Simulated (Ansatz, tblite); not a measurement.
# (FAlNH)4 cubane (Al4F4H4N4): removing an electron

Aim: the energy of removing an electron for (FAlNH)4 cubane (Al4F4H4N4), by energy differences, and how well orbital energies stand in for it.

Computed with Ansatz 0.2.0, Gaussian basis. Level: as each input shows.

Plan: charge +1 doublet, at the geometry of the singlet (PBE0-D4/def2-TZVP, PBE-D4/def2-TZVP, ωB97M-V/def2-TZVP); the starting singlet's energies come from earlier runs.

## Step 1: The geometry

The singlet was relaxed beforehand with PBE-D4/def2-SVP.

16 atoms, charge 0, spin multiplicity 1.

Atoms are counted from 1 here; the program's logs count them from 0.

Bond lengths: Al1–F2 1.678 Å, Al1–N3 1.933 Å, Al1–N6 1.934 Å, Al1–N9 1.933 Å, N3–Al4 1.933 Å, N3–Al10 1.934 Å, N3–H13 1.025 Å, Al4–F5 1.678 Å, Al4–N6 1.933 Å, Al4–N12 1.934 Å, N6–Al7 1.933 Å, N6–H14 1.025 Å, Al7–F8 1.678 Å, Al7–N9 1.934 Å, Al7–N12 1.933 Å, N9–Al10 1.933 Å, N9–H15 1.025 Å, Al10–F11 1.678 Å and more. Angles: F2–Al1–N3 125.1°, F2–Al1–N6 125.1°, F2–Al1–N9 125.1°, N3–Al1–N6 90.2°, N3–Al1–N9 90.2°, N6–Al1–N9 90.2°, Al1–N3–Al4 89.8°, Al1–N3–Al10 89.8°, Al1–N3–H13 125.4°, Al4–N3–Al10 89.8°, Al4–N3–H13 125.4°, Al10–N3–H13 125.4°, N3–Al4–F5 125.1°, N3–Al4–N6 90.2°, N3–Al4–N12 90.2°, F5–Al4–N6 125.1°, F5–Al4–N12 125.1°, N6–Al4–N12 90.2° and more.

As a file:

```mol
Al4F4H4N4
  3D, bonds by distance, orders not assigned

 16 20  0  0  0  0  0  0  0  0999 V2000
   -0.8035    1.4647    0.0433 Al  0  0
   -1.6109    2.9354    0.0863 F   0  0
   -1.1680   -0.0383    1.2036 N   0  0
   -1.0910   -1.2246   -0.3209 Al  0  0
   -2.1862   -2.4547   -0.6434 F   0  0
   -0.7338    0.2791   -1.4826 N   0  0
    1.1634    0.0380   -1.1992 Al  0  0
    2.3320    0.0765   -2.4031 F   0  0
    1.0950    1.2294    0.3223 N   0  0
    0.7311   -0.2782    1.4768 Al  0  0
    1.4649   -0.5573    2.9601 F   0  0
    0.8067   -1.4703   -0.0434 N   0  0
   -1.8809   -0.0615    1.9392 H   0  0
   -1.1822    0.4499   -2.3879 H   0  0
    1.7642    1.9801    0.5188 H   0  0
    1.2993   -2.3684   -0.0700 H   0  0
  1  2  8  0
  1  3  8  0
  1  6  8  0
  1  9  8  0
  3  4  8  0
  3 10  8  0
  3 13  8  0
  4  5  8  0
  4  6  8  0
  4 12  8  0
  6  7  8  0
  6 14  8  0
  7  8  8  0
  7  9  8  0
  7 12  8  0
  9 10  8  0
  9 15  8  0
 10 11  8  0
 10 12  8  0
 12 16  8  0
M  END
```

## Step 2: Charge +1 doublet at the fixed geometry, PBE0-D4/def2-TZVP

in.yaml reads:

```yaml
crystal:
  periodic: [false, false, false]
  atoms:
    - {symbol: Al, position_ang: [-0.803543, 1.464738, 0.043285]}
    - {symbol: F, position_ang: [-1.610864, 2.935411, 0.086306]}
    - {symbol: N, position_ang: [-1.167982, -0.038270, 1.203634]}
    - {symbol: Al, position_ang: [-1.091028, -1.224634, -0.320943]}
    - {symbol: F, position_ang: [-2.186201, -2.454733, -0.643367]}
    - {symbol: N, position_ang: [-0.733832, 0.279106, -1.482562]}
    - {symbol: Al, position_ang: [1.163379, 0.038040, -1.199188]}
    - {symbol: F, position_ang: [2.332003, 0.076497, -2.403075]}
    - {symbol: N, position_ang: [1.095037, 1.229437, 0.322257]}
    - {symbol: Al, position_ang: [0.731117, -0.278162, 1.476818]}
    - {symbol: F, position_ang: [1.464895, -0.557300, 2.960110]}
    - {symbol: N, position_ang: [0.806716, -1.470282, -0.043373]}
    - {symbol: H, position_ang: [-1.880942, -0.061453, 1.939215]}
    - {symbol: H, position_ang: [-1.182224, 0.449855, -2.387945]}
    - {symbol: H, position_ang: [1.764168, 1.980146, 0.518805]}
    - {symbol: H, position_ang: [1.299291, -2.368387, -0.069976]}
basis:
  gaussian: {orbitals: def2-TZVP, fitting: {mean_field: def2-universal-jkfit}}
total_charge: 1
magnetization: {spin_polarized: true, initial_magnetization: 1}
hamiltonian: {xc: pbe0, dispersion: d4}
scf: {omitted_lower_state_checks: [starts]}
output: {orbitals: {seedname: orbitals}}
```

Launch:

```
$ ansatz run in.yaml --threads 2 --pin off --events-out ev --progress --plain --max-ram 32768MiB --backend cuda --devices 0, --max-vram 18GiB
```

Output:

```text
Functional definition: PBE0
  name "PBE0"
  cite "Adamo & Barone, J. Chem. Phys. 110, 6158 (1999) doi:10.1063/1.478522"
  cite "Perdew, Burke & Ernzerhof, Phys. Rev. Lett. 77, 3865 (1996) doi:10.1103/PhysRevLett.77.3865"
  parent pbe
  parameter a = 0.25
  parameter kappa = 0.804
  parameter beta = 0.06672455060314922
  exchange = (1 - a)*pbe_x(kappa = kappa, mu = beta*pi^2/3) + a*exact_x
  correlation = pbe_c(beta = beta)
these checks for a lower state are left out or cut short: starts
1200 factors; integrals over basis functions are off by at most 1.6e0 eV
mean field evaluation 1: about -43237.2137 eV, gradient 9.9e1 eV
mean field evaluation 2: about -43204.6467 eV, gradient 1.4e2 eV
mean field evaluation 4: about -43268.6970 eV, gradient 8.3e0 eV
mean field evaluation 8: about -43268.9254 eV, gradient 2.3e-1 eV
mean field evaluation 16: about -43268.9272 eV, gradient 7.6e-2 eV
mean field -43268.92720401 eV, -1590.1037460153 hartree, gradient 4.8e-6 eV, S^2 0.758587; 0 other end points of the search recorded, 0 dependent functions left out
reference -43268.92725771 eV, -1590.1037479887 hartree; 60, 59 occupied and 360, 361 virtual orbitals, 1200 factors
Total energy: -43269.51884098 eV, -1590.1254882727 hartree
Checks for a lower state left out: starts
```

Wall time 7 s (1 × H100 (card shared with other runs) with 2 threads of AMD EPYC 7R13, shared host); peak host memory 0.96 GiB.

From the report: HOMO -13.92 eV, LUMO -12.20 eV (over both spins); ⟨S²⟩ 0.759 (pure: 0.75).

## Step 3: Charge +1 doublet at the fixed geometry, PBE-D4/def2-TZVP

start.molden holds the orbitals of an earlier run on this state, given as this run's starting guess.

in.yaml: that of step 2 with these lines changed.

```diff
@@ -20,6 +20,6 @@
 basis:
-  gaussian: {orbitals: def2-TZVP, fitting: {mean_field: def2-universal-jkfit}}
+  gaussian: {orbitals: def2-TZVP, fitting: {mean_field: def2-universal-jkfit}, initial_orbitals: start.molden}
 total_charge: 1
 magnetization: {spin_polarized: true, initial_magnetization: 1}
-hamiltonian: {xc: pbe0, dispersion: d4}
+hamiltonian: {xc: pbe, dispersion: d4}
 scf: {omitted_lower_state_checks: [starts]}
```

Same command.

Output:

```text
Functional definition: PBE
  name "PBE"
  cite "Perdew, Burke & Ernzerhof, Phys. Rev. Lett. 77, 3865 (1996) doi:10.1103/PhysRevLett.77.3865"
  parent pbe
  parameter kappa = 0.804
  parameter beta = 0.06672455060314922
  exchange = pbe_x(kappa = kappa, mu = beta*pi^2/3)
  correlation = pbe_c(beta = beta)
these checks for a lower state are left out or cut short: starts
1200 factors; integrals over basis functions are off by at most 1.6e0 eV
mean field evaluation 1: about -43266.4428 eV, gradient 1.3e1 eV
mean field evaluation 2: about -43266.7755 eV, gradient 4.5e-1 eV
mean field evaluation 4: about -43266.7510 eV, gradient 1.6e-1 eV
mean field evaluation 8: about -43266.7511 eV, gradient 1.3e-5 eV
mean field evaluation 16: about -43266.7511 eV, gradient 3.2e-6 eV
mean field -43266.75110145 eV, -1590.0237757211 hartree, gradient 3.2e-6 eV, S^2 0.752382; 0 other end points of the search recorded, 0 dependent functions left out
reference -43266.75117370 eV, -1590.0237783762 hartree; 60, 59 occupied and 360, 361 virtual orbitals, 1200 factors
Total energy: -43267.43987523 eV, -1590.0490876905 hartree
Checks for a lower state left out: starts
```

Run time: 8 s. Hardware: 1 × H100 (card shared with other runs) with 2 threads of AMD EPYC 7R13, shared host; peak host memory 0.95 GiB.

Report: HOMO -12.49 eV, LUMO -12.43 eV (over both spins); ⟨S²⟩ 0.752 (pure: 0.75).

## Step 4: Charge +1 doublet at the fixed geometry, ωB97M-V/def2-TZVP

in.yaml: that of step 3 with these lines changed.

```diff
@@ -23,3 +23,3 @@
 magnetization: {spin_polarized: true, initial_magnetization: 1}
-hamiltonian: {xc: pbe, dispersion: d4}
+hamiltonian: {xc: {name: wB97M-V}}
 scf: {omitted_lower_state_checks: [starts]}
```

Same command.

Output:

```text
Functional definition: wB97M-V
  name "wB97M-V"
  cite "Mardirossian & Head-Gordon, J. Chem. Phys. 144, 214110 (2016) doi:10.1063/1.4952647"
  cite "Becke, J. Chem. Phys. 107, 8554 (1997) doi:10.1063/1.475007"
  cite "Vydrov & Van Voorhis, J. Chem. Phys. 133, 244103 (2010) doi:10.1063/1.3521275"
  # Of w^i u^j: cxij and so on, Table III.
  parameter omega = 0.3/bohr
  parameter cx = 0.15
  parameter cx01 = 1.007
  parameter cx10 = 0.259
  parameter css00 = 0.443
  parameter css04 = -1.437
  parameter css10 = -4.535
  parameter css20 = -3.390
  parameter css43 = 4.278
  parameter cos00 = 1.000
  parameter cos10 = 1.358
  parameter cos20 = 2.924
  parameter cos21 = -8.812
  parameter cos60 = -1.390
  parameter cos61 = 9.142
  parameter b = 6.0
  parameter c = 0.01
  gx(w, u) = 1 - cx + cx01*u + cx10*w
  gss(w, u) = css00 + css04*u^4 + css10*w + css20*w^2 + css43*w^4*u^3
  gos(w, u) = cos00 + cos10*w + (cos20 + cos21*u)*w^2 + (cos60 + cos61*u)*w^6
  exchange = spin_sum(e_x_unif_sr(omega)*gx(b97_w, b97_u_x)) + cx*exact_x_sr(omega) + exact_x_lr(omega)
  correlation = spin_sum(e_c_pw_mod_same_spin*gss(b97_w, b97_u_same))
      + integral(e_c_pw_mod_opposite_spin*gos(b97_w_opposite, b97_u_opposite)) + vv10(b, c)
these checks for a lower state are left out or cut short: starts
1200 factors; integrals over basis functions are off by at most 1.6e0 eV
1200 factors; integrals over basis functions are off by at most 8.4e-7 eV
mean field evaluation 1: about -43292.8357 eV, gradient 1.4e1 eV
mean field evaluation 2: about -43292.9778 eV, gradient 2.3e-1 eV
mean field evaluation 4: about -43292.9765 eV, gradient 5.8e-3 eV
mean field evaluation 8: about -43292.9797 eV, gradient 2.7e-2 eV
mean field evaluation 16: about -43292.9819 eV, gradient 1.3e-2 eV
mean field -43292.98185262 eV, -1590.9877380467 hartree, gradient 5.0e-6 eV, S^2 0.761585; 0 other end points of the search recorded, 0 dependent functions left out
reference -43292.98194082 eV, -1590.9877412880 hartree; 60, 59 occupied and 360, 361 virtual orbitals, 1200 factors
Total energy: -43292.98194082 eV, -1590.9877412880 hartree
Checks for a lower state left out: starts
```

Wall time 18 s (1 × H100 (card shared with other runs) with 2 threads of AMD EPYC 7R13, shared host); peak host memory 1.3 GiB.

Report: HOMO -16.08 eV, LUMO -10.61 eV (over both spins); ⟨S²⟩ 0.762 (pure: 0.75).

## Step 5: Vertical ionisation energy

Charged state less starting state, singlet to doublet; the starting state's energies are those of its earlier runs.

| level | vertical ionisation energy (eV) | time |
| --- | --- | --- |
| PBE-D4/def2-TZVP | +9.88 | 12 s |
| PBE0-D4/def2-TZVP | +10.46 | 14 s |
| ωB97M-V/def2-TZVP | +10.77 | 28 s |

Times add the two runs; a level without a time comes out of a correlated run.

Beside −ε(HOMO) of the starting state:

| level | −ε(HOMO) (eV) | by difference (eV) | mismatch (eV) |
| --- | --- | --- | --- |
| PBE-D4/def2-TZVP | 7.26 | 9.88 | -2.62 |
| PBE0-D4/def2-TZVP | 8.67 | 10.46 | -1.79 |
| ωB97M-V/def2-TZVP | 10.94 | 10.77 | +0.17 |

## Step 6: Outcome

| quantity | value |
| --- | --- |
| vertical ionisation energy, functionals in def2-TZVP | 9.88 (PBE-D4) to 10.77 eV (ωB97M-V) |

**Reading.** The vertical ionisation energy spans 9.88 to 10.77 eV over the functionals. −ε(HOMO) misses the level's own difference by +0.17 eV at best (ωB97M-V) and -2.62 eV at worst (PBE-D4).
